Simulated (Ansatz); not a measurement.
# SiNi3: a single-point run

The task is a single-point run on SiNi3. The structure is shown as the input types it.

The COD entry's cell or inner coordinates are ideal or old and differ from later refinements, so a difference from it is no clean test against experiment.

Method: DFT, PBE, PAW with Ansatz's default frozen-core files, scalar-relativistic, in Ansatz 0.2.0.

### 1 Starting point

It takes space group Pm-3m (No. 221, cubic). The conventional cell has a = 3.542 Å, b = 3.542 Å, c = 3.542 Å, α = 90.00°, β = 90.00°, γ = 90.00°. Around Si (site symmetry m-3m) lie 12 Ni at 2.50 Å. Ni (site symmetry 4/mmm) has 4 Si at 2.50 Å and 8 Ni at 2.50 Å as nearest neighbours.

Coordinates:

```
CELL_PARAMETERS angstrom
3.54200 0.00000 0.00000
0.00000 3.54200 0.00000
0.00000 0.00000 3.54200
ATOMIC_POSITIONS crystal
Si 0.00000 0.00000 0.00000
Ni 0.00000 0.50000 0.50000
Ni 0.50000 0.00000 0.50000
Ni 0.50000 0.50000 0.00000
```

### 2 Running it

The input, input.yaml:

```yaml
crystal:
  lattice:
    - [3.542, 0.0, 0.0]
    - [0.0, 3.542, 0.0]
    - [0.0, 0.0, 3.542]
  atoms:
    - { symbol: Si, position: [0.0, 0.0, 0.0] }
    - { symbol: Ni, position: [0.0, 0.5, 0.5], spin: 1.5 }
    - { symbol: Ni, position: [0.5, 0.0, 0.5], spin: 1.5 }
    - { symbol: Ni, position: [0.5, 0.5, 0.0], spin: 1.5 }
magnetization:
  spin_polarized: true
kpoints:
  mp_grid: { grid: [7, 7, 7] }
scf:
  occupations: { method: fermi_dirac, width: 0.05 }
  lower_state_search: "off"
  convergence: { dr2_threshold: 1.0e-20 }
  max_iter: 75
hamiltonian:
  xc: pbe
  pseudopotentials: { kind: paw }
output:
  forces: true
  stress: true
  eigenvalues: true
  populations: true
```

Command:

```console
$ ansatz run input.yaml --threads 2 --pin off --max-ram 6144MiB --backend cpu --events-out ev --progress --plain --runs-dir out
```

What happens when this is run?

The run converged and reported no error, with warnings (seeded moment not kept). Its log warns: «the starting moments were not kept: the SCF closed with an absolute magnetisation of 3.7e-11 μB, where they sum to 4.5 μB in size (3 sites) ...»

Look at the input: scf.convergence.dr2_threshold is 1.0e-20. The risk: threshold needlessly tight. Once met, so tight a threshold does no harm; it costs cycles.

To check: delete scf.convergence.dr2_threshold (the default then holds).
